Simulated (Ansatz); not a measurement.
**C₃H₉Sb: one species, many methods**

The task here is to estimate one member of a computed series from the others.

Method: functionals in def2-TZVPP, the program's frozen cores in correlated methods; program: Ansatz 0.2.0, Gaussian basis.

Plan: LDA (SPW92), PBE-D4, revPBE-D4, BLYP-D4, r2SCAN-D4, B97M-V, PBE0-D4, B3LYP-D4, r2SCANh-D4, r2SCAN0-D4, HSE06-D4, BHLYP-D4, CAM-B3LYP-D4, LC-ωPBE, ωB97X-V, ωB97M-V, B2PLYP, PBE-QIDH; CCSD(T)/def2-SVP; CCSD(T)/def2-TZVPP; MP2/def2-QZVPP; extrapolation to the limit; RPA on PBE.

## The relaxed structure

An earlier PBE0-D4 in a triple-zeta def2 set relaxation fixed the geometry. Sb takes the def2 core potential; no spin-orbit term is included.

SMILES `C[CH](C)[SbH2]`, 13 atoms, charge 0, spin multiplicity 1.

Atoms are counted from 1 here; the program's logs count them from 0.

Bond lengths: C1–C2 1.520 Å, C1–H5 1.096 Å, C1–H6 1.094 Å, C1–H7 1.093 Å, C2–C3 1.517 Å, C2–Sb4 2.184 Å, C2–H8 1.095 Å, C3–H9 1.094 Å, C3–H10 1.091 Å, C3–H11 1.097 Å, Sb4–H12 1.712 Å, Sb4–H13 1.713 Å. Angles: C2–C1–H5 110.5°, C2–C1–H6 111.3°, C2–C1–H7 112.4°, H5–C1–H6 107.1°, H5–C1–H7 107.6°, H6–C1–H7 107.7°, C1–C2–C3 112.0°, C1–C2–Sb4 109.2°, C1–C2–H8 109.1°, C3–C2–Sb4 113.0°, C3–C2–H8 109.4°, Sb4–C2–H8 103.7°, C2–C3–H9 111.1°, C2–C3–H10 112.1°, C2–C3–H11 110.5°, H9–C3–H10 107.6°, H9–C3–H11 107.4°, H10–C3–H11 107.9° and more.

The first run:

The input, in.yaml:

```yaml
crystal:
  periodic: [false, false, false]
  atoms:
    - {symbol: C, position_ang: [0.202767, 0.706392, -1.360061]}
    - {symbol: C, position_ang: [-0.073726, -0.387578, -0.341106]}
    - {symbol: C, position_ang: [-1.110244, 0.036309, 0.682248]}
    - {symbol: Sb, position_ang: [1.810491, -1.020603, 0.563986]}
    - {symbol: H, position_ang: [-0.721447, 0.997846, -1.871467]}
    - {symbol: H, position_ang: [0.601589, 1.605055, -0.879294]}
    - {symbol: H, position_ang: [0.918022, 0.392027, -2.124138]}
    - {symbol: H, position_ang: [-0.423732, -1.283898, -0.864587]}
    - {symbol: H, position_ang: [-0.766860, 0.902296, 1.255116]}
    - {symbol: H, position_ang: [-1.336387, -0.761153, 1.392279]}
    - {symbol: H, position_ang: [-2.046480, 0.320456, 0.185898]}
    - {symbol: H, position_ang: [1.058366, -1.911750, 1.816856]}
    - {symbol: H, position_ang: [1.907840, 0.369901, 1.559073]}
basis:
  gaussian: {orbitals: def2-TZVPP}
hamiltonian: {xc: lda}
output: {orbitals: {seedname: orbitals}}
```

Among the steps run: LDA; PBE-D4 (GGA); revPBE-D4 (GGA); BLYP-D4 (GGA); r2SCAN-D4 (meta-GGA); B97M-V (meta-GGA); PBE0-D4 (hybrid); B3LYP-D4 (hybrid); r2SCANh-D4 (hybrid); r2SCAN0-D4 (hybrid); HSE06-D4 (hybrid); BHLYP-D4 (hybrid); CAM-B3LYP-D4 (range-separated); LC-ωPBE-D4 (range-separated; the results give it without D4); ωB97X-V (range-separated); ωB97M-V (range-separated); B2PLYP (double hybrid); PBE-QIDH (double hybrid).

One table of the session follows, with a row left open; its other results are not shown here.

It belongs to the step «Orbital energies across the functionals». 

```
  functional  HOMO (eV)  gap (eV)
 LDA (SPW92)          ?         ?
      PBE-D4      -5.80      4.82
   revPBE-D4      -5.74      4.86
     BLYP-D4      -5.68      4.78
   r2SCAN-D4      -6.02      5.31
      B97M-V      -6.02      5.12
     PBE0-D4      -6.79      6.57
    B3LYP-D4      -6.63      6.18
  r2SCANh-D4      -6.39      5.94
  r2SCAN0-D4      -6.94      6.89
    HSE06-D4      -6.41      5.82
    BHLYP-D4      -7.69      8.21
CAM-B3LYP-D4      -8.03      8.71
     LC-ωPBE      -9.26     11.04
     ωB97X-V      -8.97     10.60
     ωB97M-V      -8.87     10.25
```

Estimate the missing values for LDA (SPW92).

The run gave: HOMO (eV): -5.93; gap (eV): 4.75. In the column «HOMO (eV)» it lies between B97M-V (-6.02) and PBE-D4 (-5.80).
